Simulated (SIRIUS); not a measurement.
**WAu under changes of volume**

One of the cells (21.166 Å³/atom); the others are scaled copies at fixed shape and fractional positions:

```xyz
2
Lattice="0.0000 2.7662 2.7662 2.7662 0.0000 2.7662 2.7662 2.7662 0.0000" Properties=species:S:1:pos:R:3 pbc="T T T"
W     0.0000    0.0000    0.0000
Au    4.1493    4.1493    4.1493
```

The cell was built by a generator and needn't be a form met in nature.

* Program: SIRIUS 7.10.0
* Functional: PBE
* Potentials or basis: PseudoDojo 0.4.1 PBE standard (scalar relativistic)
* Cutoff: 1054 eV
* Density cutoff: 4214 eV
* k mesh: 8 × 8 × 8
* Occupations: fermi-dirac, width 0.05 eV
* Spin: no spin polarisation

```tsv
volume (Å³/atom)	energy over the lowest point (meV/atom)	pressure (GPa)
19.506	520.67	51.5
19.921	396.26	44.6
20.336	?	?
21.166	119.12	27.5
21.581	53.84	22.9
21.996	0.00	18.7
```

**Question.** What does the run at 20.336 Å³/atom give?

**Answer.** Energy over the lowest point 288.92 meV/atom; pressure 38.3 GPa.

Worked out: A Birch-Murnaghan fit of order 3 (a polynomial in V^(-2/3)) to the other rows has no minimum within the range. It gives 288.94 meV/atom at 20.336 Å³/atom, against the run's 288.92, and -dE/dV = 38.4 GPa, against 38.3.

Energies are extrapolated to zero smearing.
